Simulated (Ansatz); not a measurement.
## FH6NOSi2, SMILES O[SiH](F)N[SiH3]: a rigid torsion scan

Run with Ansatz 0.2.0, Python API.

The script, `torsion.py`:
```python
'''Rigid torsion scan of FH6NOSi2.'''

import warnings

import ansatz as az
from ase import Atoms

warnings.simplefilter('ignore', az.DeckWarning)

atoms = Atoms(['O', 'Si', 'F', 'N', 'Si', 'H', 'H', 'H', 'H', 'H', 'H'], positions=[
    (-1.8316, 1.4665, -0.5993),
    (-0.3601, 1.0586, -0.1759),
    (-0.0827, 1.7113, 1.2346),
    (-0.4157, -0.5926, -0.0193),
    (1.0395, -1.2482, 0.3053),
    (-2.5236, 1.4184, 0.1034),
    (0.6455, 1.4537, -1.2085),
    (-0.7765, -0.9588, -0.9061),
    (0.8758, -2.6916, 0.426),
    (1.9531, -0.9326, -0.7775),
    (1.5417, -0.7417, 1.6379),
])

# start the scan from a relaxed geometry
first = (
    az.Crystal.molecule_from_ase(atoms).calculation()
    .basis(gaussian='def2-SVP')
    .functional('R2SCAN0')
    .relax(force_tolerance=0.02, max_steps=80)
)
atoms.positions = first.run(threads=1).report['positions_ang']

start = atoms.get_dihedral(1, 3, 4, 8)
energies = {}
for turn in range(0, 121, 15):
    turned = atoms.copy()
    turned.set_dihedral(1, 3, 4, 8, start + turn, indices=[4, 8, 9, 10])
    calculation = (
        az.Crystal.molecule_from_ase(turned).calculation()
        .basis(gaussian='def2-SVP')
        .functional('R2SCAN0')
    )
    energies[round((start + turn) % 360)] = calculation.run(threads=1).report['free_energy_ev']
floor = min(energies.values())
print('dihedral Si1-N3-Si4-H8 (deg)   E - E(min) (kJ/mol)')
for angle, e in sorted(energies.items()):
    print(f'{angle:8d} {96.485332 * (e - floor):14.3f}  ' + '#' * int(30 * (e - floor) / max(max(energies.values()) - floor, 1e-9)))
```

```console
$ python torsion.py
dihedral Si1-N3-Si4-H8 (deg)   E - E(min) (kJ/mol)
      69          0.000
      84          0.921  ###
      99          3.143  ############
     114          5.690  ######################
     129          7.395  #############################
     144          7.549  ##############################
     159          6.370  #########################
     174          4.719  ##################
     189          3.563  ##############
```

The settings weren't tested for convergence. The scan is rigid and the energies are electronic, in a modest basis. With rigid groups the curve can differ much from the relaxed path, the start wasn't checked as a minimum of this torsion, and equivalent turns needn't return to the same energy. Finished in 6.9 min on 1 thread of Arm Neoverse V1, on a shared host, peak memory 0.34 GiB.
